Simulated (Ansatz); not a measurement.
**C2H4N2Te: a ladder of functionals and wavefunction methods**

An exercise on one series of results from a longer session: the logs are not shown, and one member is left open.

The runs use Ansatz 0.2.0, Gaussian basis; functionals in def2-TZVPP, the program's frozen cores in correlated methods.

Levels to be run: LDA (SPW92), PBE-D4, revPBE-D4, BLYP-D4, r2SCAN-D4, B97M-V, PBE0-D4, B3LYP-D4, r2SCANh-D4, r2SCAN0-D4, HSE06-D4, BHLYP-D4, CAM-B3LYP-D4, LC-ωPBE, ωB97X-V, ωB97M-V, B2PLYP, PBE-QIDH; CCSD(T)/def2-SVP; CCSD(T)/def2-TZVPP; MP2/def2-QZVPP; extrapolation to the limit; RPA on PBE.

### The relaxed structure

All runs share one geometry, relaxed beforehand with PBE0-D4 in a triple-zeta def2 set. Te takes the def2 core potential; no spin-orbit term is included.

SMILES `C=NC(=N)[TeH]`, 9 atoms, charge 0, spin multiplicity 1.

Atoms are counted from 1 here; the program's logs count them from 0.

Bond lengths: C1–N2 1.262 Å, C1–H6 1.095 Å, C1–H7 1.089 Å, N2–C3 1.389 Å, C3–N4 1.260 Å, C3–Te5 2.122 Å, N4–H8 1.021 Å, Te5–H9 1.657 Å. Angles: N2–C1–H6 123.3°, N2–C1–H7 118.8°, H6–C1–H7 117.9°, C1–N2–C3 120.2°, N2–C3–N4 127.4°, N2–C3–Te5 115.4°, N4–C3–Te5 117.1°, C3–N4–H8 111.2°, C3–Te5–H9 93.8°.

Set-up of the first run:

The input, in.yaml:

```yaml
crystal:
  periodic: [false, false, false]
  atoms:
    - {symbol: C, position_ang: [0.696400, 0.691427, -1.077291]}
    - {symbol: N, position_ang: [-0.030656, -0.286464, -0.750481]}
    - {symbol: C, position_ang: [-0.175788, -0.633423, 0.586983]}
    - {symbol: N, position_ang: [0.556928, -1.405454, 1.261551]}
    - {symbol: Te, position_ang: [-1.909656, 0.131716, 1.541956]}
    - {symbol: H, position_ang: [1.210506, 1.326914, -0.349185]}
    - {symbol: H, position_ang: [0.819444, 0.923715, -2.133645]}
    - {symbol: H, position_ang: [1.345424, -1.743712, 0.708052]}
    - {symbol: H, position_ang: [-2.424205, 0.948883, 0.195060]}
basis:
  gaussian: {orbitals: def2-TZVPP}
hamiltonian: {xc: lda}
output: {orbitals: {seedname: orbitals}}
```

Command:

```
> ansatz run in.yaml --threads 4 --pin off --events-out ev --progress --plain --max-ram 10444MiB
```

Steps of the session up to this table: LDA; PBE-D4 (GGA); revPBE-D4 (GGA); BLYP-D4 (GGA); r2SCAN-D4 (meta-GGA); B97M-V (meta-GGA); PBE0-D4 (hybrid); B3LYP-D4 (hybrid); r2SCANh-D4 (hybrid); r2SCAN0-D4 (hybrid); HSE06-D4 (hybrid); BHLYP-D4 (hybrid); CAM-B3LYP-D4 (range-separated); LC-ωPBE (range-separated); ωB97X-V (range-separated); ωB97M-V (range-separated); B2PLYP (double hybrid); PBE-QIDH (double hybrid).

One of the session's tables, all rows but one given; the rest of the session is left out.

It belongs to the step «Frontier levels by functional». 

| functional | HOMO (eV) | LUMO (eV) | gap (eV) |
| --- | --- | --- | --- |
| LDA (SPW92) | -5.63 | -2.90 | 2.73 |
| PBE-D4 | -5.46 | -2.64 | 2.82 |
| revPBE-D4 | -5.40 | -2.54 | 2.86 |
| BLYP-D4 | -5.30 | -2.50 | 2.80 |
| r2SCAN-D4 | -5.70 | -2.47 | 3.22 |
| B97M-V | -5.67 | -2.36 | 3.31 |
| PBE0-D4 | -6.47 | -1.65 | 4.82 |
| B3LYP-D4 | -6.26 | -1.88 | 4.38 |
| r2SCANh-D4 | -6.07 | -2.10 | 3.96 |
| r2SCAN0-D4 | -6.63 | -1.56 | 5.07 |
| HSE06-D4 | ? | ? | ? |
| BHLYP-D4 | -7.33 | -0.58 | 6.75 |
| CAM-B3LYP-D4 | -7.69 | -0.53 | 7.15 |
| LC-ωPBE | -8.97 | 0.64 | 9.61 |
| ωB97X-V | -8.65 | 0.55 | 9.20 |
| ωB97M-V | -8.55 | 0.43 | 8.97 |

**Question.** Estimate the row for HSE06-D4.

The run gave: HOMO (eV): -6.08; LUMO (eV): -2.03; gap (eV): 4.05. In the column «HOMO (eV)» it lies between B3LYP-D4 (-6.26) and r2SCANh-D4 (-6.07).
